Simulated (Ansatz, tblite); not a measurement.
# The cluster Zn₃SeF₄: one state, many levels

Aim: run the singlet of the cluster Zn₃SeF₄ at one geometry on many levels, and compare frontier levels, spin and run time.

The runs use Ansatz 0.2.0, Gaussian basis; as each input shows.

The runs, in order: GFN1-xTB, GFN2-xTB, PBE-D4/def2-TZVP, r2SCAN-D4/def2-TZVP, revPBE-D4/def2-TZVP, ωB97X-V/def2-TZVP, B3LYP-D4/def2-TZVP, PBE-D4/def2-SVP, PBE0-D4/def2-SVP, PBE0-D4/def2-TZVPD, PBE-D4/def2-TZVPD, revPBE-D4/def2-TZVPD, MP2/def2-TZVP, RPA/def2-TZVP.

3 further runs of the same task are left out: 3 set aside as unsound or not needed. Runs told in other sessions of the task aren't counted.

### 1 The structure

The singlet was relaxed beforehand with r2SCAN-D4/def2-SVP. At that level it is the lowest of the isomers that a small search found.

8 atoms, charge 0, spin multiplicity 1.

Bond lengths: Zn1–Se4 2.411 Å, Zn1–F6 1.751 Å, Zn1–F8 2.017 Å, Zn2–Se4 2.411 Å, Zn2–F5 2.017 Å, Zn2–F7 1.751 Å, Zn3–Se4 2.394 Å, Zn3–F5 1.871 Å, Zn3–F8 1.871 Å. Angles: Se4–Zn1–F6 146.3°, Se4–Zn1–F8 95.8°, F6–Zn1–F8 117.8°, Se4–Zn2–F5 95.8°, Se4–Zn2–F7 146.3°, F5–Zn2–F7 117.9°, Se4–Zn3–F5 100.5°, Se4–Zn3–F8 100.5°, F5–Zn3–F8 128.3°, Zn1–Se4–Zn2 102.7°, Zn1–Se4–Zn3 70.6°, Zn2–Se4–Zn3 70.6°, Zn2–F5–Zn3 91.1°, Zn1–F8–Zn3 91.1°.

PBE0-D4/def2-TZVP was run before; its log isn't repeated, and its numbers join the tables.

### 2 GFN1-xTB

Tight binding, by tblite at 300 K electronic temperature and without a spin-polarisation term:

```python
tblite.interface.Calculator('GFN1-xTB', numbers, positions, charge=0, uhf=0).singlepoint()
```

Energy -720.0608 eV, HOMO -12.02 eV, LUMO -8.65 eV; 0.004 s.

### 3 GFN2-xTB

Tight binding, by tblite at 300 K electronic temperature and without a spin-polarisation term:

```python
tblite.interface.Calculator('GFN2-xTB', numbers, positions, charge=0, uhf=0).singlepoint()
```

Energy -652.7875 eV, HOMO -13.23 eV, LUMO -10.00 eV; 0.004 s.

### 4 PBE-D4/def2-TZVP

start.molden holds the orbitals of an earlier run on this state, given as this run's starting guess.

File in.yaml:

```yaml
crystal:
  periodic: [false, false, false]
  atoms:
    - {symbol: Zn, position_ang: [-0.252850, 1.836721, -0.611163]}
    - {symbol: Zn, position_ang: [-0.721767, -1.606536, 0.842042]}
    - {symbol: Zn, position_ang: [1.538995, -0.125957, 0.197995]}
    - {symbol: Se, position_ang: [-0.302355, 0.674844, 1.501357]}
    - {symbol: F, position_ang: [1.126102, -1.948397, 0.109559]}
    - {symbol: F, position_ang: [-1.065007, 2.970287, -1.670659]}
    - {symbol: F, position_ang: [-1.868415, -2.930097, 0.820063]}
    - {symbol: F, position_ang: [1.545298, 1.129135, -1.189184]}
basis:
  gaussian: {orbitals: def2-TZVP, initial_orbitals: start.molden}
hamiltonian: {xc: pbe, dispersion: d4}
scf: {omitted_lower_state_checks: [starts]}
output: {orbitals: {seedname: orbitals}}
```

Run with:

```console
> ansatz run in.yaml --threads 4 --pin off --events-out ev --progress --plain --max-ram 8704MiB
```

Further steps of the session: r2SCAN-D4/def2-TZVP; revPBE-D4/def2-TZVP; ωB97X-V/def2-TZVP; B3LYP-D4/def2-TZVP; PBE-D4/def2-SVP; PBE0-D4/def2-SVP; PBE0-D4/def2-TZVPD; PBE-D4/def2-TZVPD; revPBE-D4/def2-TZVPD; MP2/def2-TZVP; RPA/def2-TZVP.

Before running them: what should the planned runs give, taken together? Wanted: gap in def2-TZVP, named functionals, smallest and largest; correlation energy, MP2/def2-TZVP; binding an atom, functionals in def2-TZVP; PBE0 total energy, smallest basis above largest.

As calculated:

```
                                                 quantity                                   value
gap in def2-TZVP, named functionals, smallest and largest     3.64 eV (PBE-D4), 9.85 eV (ωB97X-V)
                        correlation energy, MP2/def2-TZVP                               -68.73 eV
                binding an atom, functionals in def2-TZVP  2.64 (B3LYP-D4) to 2.86 eV (r2SCAN-D4)
          PBE0 total energy, smallest basis above largest         42.62 eV (def2-SVP, def2-TZVPD)
```

Orbital gaps of the named functionals in def2-TZVP span 3.64 eV (PBE-D4) to 9.85 eV (ωB97X-V); exact exchange widens it.
